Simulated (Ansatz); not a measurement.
# CAM-B3LYP/cc-pVDZ run of AsF3 (arsenic trifluoride)

Aim: the electronic atomisation energy of AsF3 (arsenic trifluoride) at CAM-B3LYP/cc-pVDZ, from 3 runs. 

The results are computed with Ansatz 0.2.0.

33 further runs of the same task are left out: 3 that didn't finish, 30 set aside as unsound or not needed.

## Step 1: The structure to begin with

The species is AsF3 (4 atoms), meant as a singlet with charge 0. SMILES: `F[As](F)F`. The coordinates come from a PBE0-D4/def2-TZVP relaxation.

Bond lengths: F1–As2 1.715 Å, As2–F3 1.715 Å, As2–F4 1.715 Å. Angles: F1–As2–F3 95.9°, F1–As2–F4 95.9°, F3–As2–F4 95.9°.

## Step 2: The energy at CAM-B3LYP/cc-pVDZ

File molecule.yaml:

```yaml
crystal:
  periodic: [false, false, false]
  atoms:
    - {symbol: F, position_ang: [-0.445870, 0.395590, 1.362650]}
    - {symbol: As, position_ang: [-0.461950, -0.457240, -0.125630]}
    - {symbol: F, position_ang: [1.203970, -0.865930, -0.112740]}
    - {symbol: F, position_ang: [-0.296160, 0.927580, -1.124280]}
basis:
  gaussian: {orbitals: cc-pVDZ}
hamiltonian: {xc: {name: CAM-B3LYP}}
accuracy: high
output: {orbitals: {seedname: orbitals}}
```

The run is started by

```
$ ansatz run molecule.yaml --threads 1 --pin off --max-ram 3480MiB --events-out events.jsonl --progress --plain --runs-dir runs
```

The program printed:

```text
Warning: RAYON_NUM_THREADS=1 ignored (pool sized by the plan → 1); use --threads N
Functional definition: CAM-B3LYP
  name "CAM-B3LYP"
  parameter alpha = 0.19
  parameter beta = 0.46
  parameter omega = 0.33/bohr
  parameter ac = 0.81
  exchange = (1 - alpha - beta)*b88_x + beta*b88_x_sr(omega) + alpha*exact_x + beta*exact_x_lr(omega)
  correlation = (1 - ac)*vwn5_c + ac*lyp_c
1414 factors; integrals over basis functions are off by at most 4.5e-9 eV
253 factors; integrals over basis functions are off by at most 1.7e-9 eV
mean field evaluation 1: about -68990.2240 eV, gradient 5.1e1 eV
mean field evaluation 2: about -68986.8469 eV, gradient 7.2e1 eV
mean field evaluation 4: about -68994.4727 eV, gradient 3.8e-1 eV
mean field evaluation 8: about -68994.5470 eV, gradient 1.5e-2 eV
mean field evaluation 16: about -68994.5470 eV, gradient 1.2e-6 eV
mean field -68994.54696831 eV, -2535.5028349019 hartree, gradient 4.5e-8 eV, S^2 0.000000; 0 other end points of the search recorded, 0 dependent functions left out
reference -68994.54698088 eV, -2535.5028353638 hartree; 30, 30 occupied and 39, 39 virtual orbitals, 1414 factors
Total energy: -68994.54698088 eV, -2535.5028353638 hartree
```

It took 4.8 s on 1 thread of Arm Neoverse V2, shared host; peak memory 0.23 GiB.

## Step 3: The As atom at the same level

File in.yaml:

```yaml
crystal:
  periodic: [false, false, false]
  atoms:
    - {symbol: As, position_ang: [0.000000, 0.000000, 0.000000]}
basis:
  gaussian: {orbitals: cc-pVDZ}
magnetization: {spin_polarized: true, initial_magnetization: 3}
hamiltonian: {xc: {name: CAM-B3LYP}}
accuracy: high
```

Run the same way, it converges to -2235.90370 Eh (log not shown).

## Step 4: The F atom at the same level

File input.yaml:

```yaml
basis:
  gaussian:
    orbitals: cc-pVDZ
crystal:
  periodic: [false, false, false]
  atoms:
    - symbol: F
      position_ang: [0.000000, 0.000000, 0.000000]
magnetization:
  spin_polarized: true
  initial_magnetization: 1
hamiltonian:
  xc: {name: CAM-B3LYP}
accuracy: high
```

Run the same way, it converges to -99.70249 Eh (log not shown).

## Step 5: Outcome

Level: CAM-B3LYP/cc-pVDZ.

| quantity | value |
| --- | --- |
| molecule: total energy | -2535.50284 Eh |
| molecule: HOMO energy | -10.95 eV |
| molecule: LUMO energy | 0.56 eV |
| molecule: HOMO–LUMO gap | 11.50 eV |
| As atom: total energy | -2235.90370 Eh |
| As atom: ⟨S²⟩ | 3.750 |
| F atom: total energy | -99.70249 Eh |
| F atom: ⟨S²⟩ | 0.751 |
| electronic atomisation energy | 13.379 eV |

Taking the molecule apart into free atoms costs 13.38 eV (309 kcal/mol), before zero-point energy and without spin-orbit coupling.
